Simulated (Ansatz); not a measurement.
A run of Ansatz 0.2.0 is set up as follows.

input.yaml

```yaml
crystal:
  lattice:
    - [0.0, 2.897844, 2.897844]
    - [2.897844, 0.0, 2.897844]
    - [2.897844, 2.897844, 0.0]
  atoms:
    - { symbol: Ge, position: [0.0, 0.0, 0.0] }
    - { symbol: Ga, position: [0.25, 0.25, 0.25] }
hamiltonian:
  xc: lda
  pseudopotentials: { kind: paw }
kpoints:
  mp_grid: { grid: [8, 8, 8] }
  band_path:
    path:
      - [[0.0, 0.0, 0.0], [0.5, 0.0, 0.5], [0.5, 0.25, 0.75], [0.375, 0.375, 0.75], [0.0, 0.0, 0.0], [0.5, 0.5, 0.5], [0.625, 0.25, 0.625], [0.5, 0.25, 0.75], [0.5, 0.5, 0.5], [0.375, 0.375, 0.75]]
      - [[0.625, 0.25, 0.625], [0.5, 0.0, 0.5]]
    npoints: 14
scf:
  occupations: { method: fermi_dirac, width: 0.05 }
  n_extra_bands: 6
output:
  forces: true
  stress: true
  eigenvalues: true
  fatbands: true
```

Potentials or basis: Ansatz PAW.

The run is started by

```bash
$ ansatz run input.yaml --threads 2 --pin off --max-ram 5632MiB --backend cpu --events-out ev --progress --plain --runs-dir out
```

(1) Estimate the band gap on the k mesh.

(2) Estimate the pressure.

Answers

(1) none (metal or under the smearing width).

(2) -4.1 GPa.

Caveat: the PAW data sets come from PBE, with cores solved anew for the run's functional, which leaves a small shift of forces and pressure.
